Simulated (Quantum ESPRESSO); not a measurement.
Si3S in Quantum ESPRESSO: the effect of functional

Si3S:

```
Si S
1.0
    -2.52548    2.52548    2.52548
     2.52548   -2.52548    2.52548
     2.52548    2.52548   -2.52548
Si S
3 1
Direct
  0.00000 0.50000 0.50000
  0.50000 0.00000 0.50000
  0.50000 0.50000 0.00000
  0.00000 0.00000 0.00000
```

The cell was built by a generator and needn't be a form met in nature.

Alike in all runs:

| Quantity | Value |
| --- | --- |
| Program | Quantum ESPRESSO 7.5 |
| Task | phonons |
| k mesh | 6 × 6 × 6, shifted |
| Occupations | fermi-dirac, width 0.05 eV |
| Spin | no spin polarisation |

Each run relaxes the cell or the atoms first.

Q: One run gave: relaxed volume 15.77 Å³/atom; highest phonon frequency 345 cm⁻¹. Which functional did it use?
A. PW91
B. WC
C. AM05
D. LDA
E. PBEsol

A: B.

```tsv
functional	potentials or basis	cutoff	relaxed volume (Å³/atom)	highest phonon frequency (cm⁻¹)
LDA	PseudoDojo 0.4.1 SR LDA standard	735 eV	15.30	351
PBEsol	PseudoDojo 0.4.1 SR PBEsol standard	707 eV	15.55	354
PW91	PseudoDojo 0.4.1 SR PBE standard	707 eV	16.13	315
AM05	PseudoDojo 0.4.1 SR PBE standard	707 eV	15.49	366
WC	PseudoDojo 0.4.1 SR PBE standard	707 eV	15.77	345
```

Caveats: the mesh is thin for the phonons of a metal; some modes are imaginary; the potentials were made for another functional, which shifts forces and pressure (some runs).

Not every run made on this cell is shown here.
